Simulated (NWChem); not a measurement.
# GAM/DGauss-DZVP (esp resp) run of AsH3 (arsine)

Aim: the vertical singlet–triplet gap of AsH3 (arsine) at GAM/DGauss-DZVP (esp resp), from 2 runs. 

The calculation is run with NWChem 7.3.0.

2 further runs of the same task are left out: 2 that didn't finish.

## Step 1: The system as given

AsH3: 4 atoms, total charge 0, spin state singlet. As SMILES, `[AsH3]`. The shape is that of a PBE0-D4/def2-TZVP optimisation.

Bond lengths: As1–H2 1.522 Å, As1–H3 1.522 Å, As1–H4 1.522 Å. Angles: H2–As1–H3 92.0°, H2–As1–H4 92.0°, H3–As1–H4 92.0°.

## Step 2: The energy at GAM/DGauss-DZVP (esp resp)

Contents of mol.nw:

```
start mol
memory 2200 mb
geometry units angstroms noautosym nocenter noautoz
 As    -0.215800     0.487600    -0.346000
 H      0.349900     0.630300     1.059400
 H     -1.068000    -0.705500     0.061100
 H      0.933900    -0.412500    -0.774500
end
basis spherical
 * library "dzvp (dft orbital)"
end
dft
 xc gga_x_gam gga_c_gam
 mult 1
 grid medium
 maxiter 200
end
esp
 restrain
 recalculate
end
task dft energy
task esp
```

Run with:

```bash
$ nwchem mol.nw > mol.out
```

Standard output:

```text
[...]
          Wavefunction type:  closed shell.
          No. of atoms     :     4
          No. of electrons :    36
[...]
          Charge           :     0
          Spin multiplicity:     1
[...]
          AO basis - number of functions:    33
[...]
              XC Information
              --------------
          Using LibXC version      7.1.2
                                         gga_x_gam  1.000
                                         gga_c_gam  1.000
[...]
 d= 0,ls=0.0,diis     1  -2238.7034488282 -2.27D+03  1.49D-02  1.10D-01     0.8
[...]
 d= 0,ls=0.0,diis     6  -2238.7181937709 -2.99D-07  1.78D-06  1.86D-09     2.6
         Total DFT energy =    -2238.718193770896
      One electron energy =    -3185.535600001116
           Coulomb energy =      997.258750761054
    Exchange-Corr. energy =      -85.594525013690
 Nuclear repulsion energy =       35.153180482855
[...]
 Dipole moment                                  0.188385    0.187174    0.187174
 Quadrupole moment Qxx                          0.244711    0.243261    0.243261
                   Qyy                         -0.270057   -0.268279   -0.268279
                   Qzz                          0.025346    0.025018    0.025018
[...]
```

Wall time 3.6 s (1 thread of AMD EPYC 7B13 (Zen 3), shared host); peak memory 0.11 GiB.

## Step 3: The triplet

Contents of ash3.nw:

```
START ash3
TITLE "AsH3 energy"
memory 2200 mb
charge 0

GEOMETRY noautosym nocenter noautoz
  As    -0.215800     0.487600    -0.346000
  H      0.349900     0.630300     1.059400
  H     -1.068000    -0.705500     0.061100
  H      0.933900    -0.412500    -0.774500
END

BASIS spherical
  * library "dzvp (dft orbital)"
END

DFT
  xc gga_x_gam gga_c_gam
  mult 3
  grid medium
  maxiter 150
END

ESP
  restrain
  recalculate
END

TASK dft energy
TASK esp
```

Run with:

```bash
$ nwchem ash3.nw > ash3.out
```

Standard output:

```text
[...]
          Wavefunction type:  spin polarized.
          No. of atoms     :     4
          No. of electrons :    36
[...]
          Charge           :     0
          Spin multiplicity:     3
[...]
          AO basis - number of functions:    33
[...]
              XC Information
              --------------
          Using LibXC version      7.1.2
                                         gga_x_gam  1.000
                                         gga_c_gam  1.000
[...]
 d= 0,ls=0.0,diis     1  -2238.4573884936 -2.27D+03  1.03D-01  5.15D-02     0.8
[...]
 d= 0,ls=0.5,diis    36  -2238.4914300164 -3.13D-07  5.51D-06  1.94D-07    17.0
[...]
         Total DFT energy =    -2238.491430259905
      One electron energy =    -3183.791911620002
           Coulomb energy =      995.739395175160
    Exchange-Corr. energy =      -85.592094297918
 Nuclear repulsion energy =       35.153180482855
[...]
      <S2> =      2.0055 (Exact =     2.0000)
[...]
 Dipole moment                                  0.142206    0.141368    0.141368
 Quadrupole moment Qxx                         -0.101728   -0.101986   -0.101986
                   Qyy                         -0.111436   -0.111256   -0.111256
                   Qzz                          0.213164    0.213242    0.213242
[...]
```

It took 19 s on 1 thread of AMD EPYC 7B13 (Zen 3), shared host; peak memory 0.11 GiB.

## Step 4: Outcome

Level: GAM/DGauss-DZVP (esp resp).

```
                                        quantity           value
                           singlet: total energy  -2238.71819 Eh
                          singlet: dipole moment          0.49 D
                            singlet: HOMO energy        -6.46 eV
                            singlet: LUMO energy         0.25 eV
                          singlet: HOMO–LUMO gap         6.70 eV
                           triplet: total energy  -2238.49143 Eh
                          triplet: dipole moment          0.40 D
     triplet: HOMO energy (highest over α and β)        -0.87 eV
                                   triplet: ⟨S²⟩           2.006
vertical energy of the triplet above the singlet        6.171 eV
```

In words: At this shape the triplet lies 6.17 eV (142 kcal/mol) above the singlet.
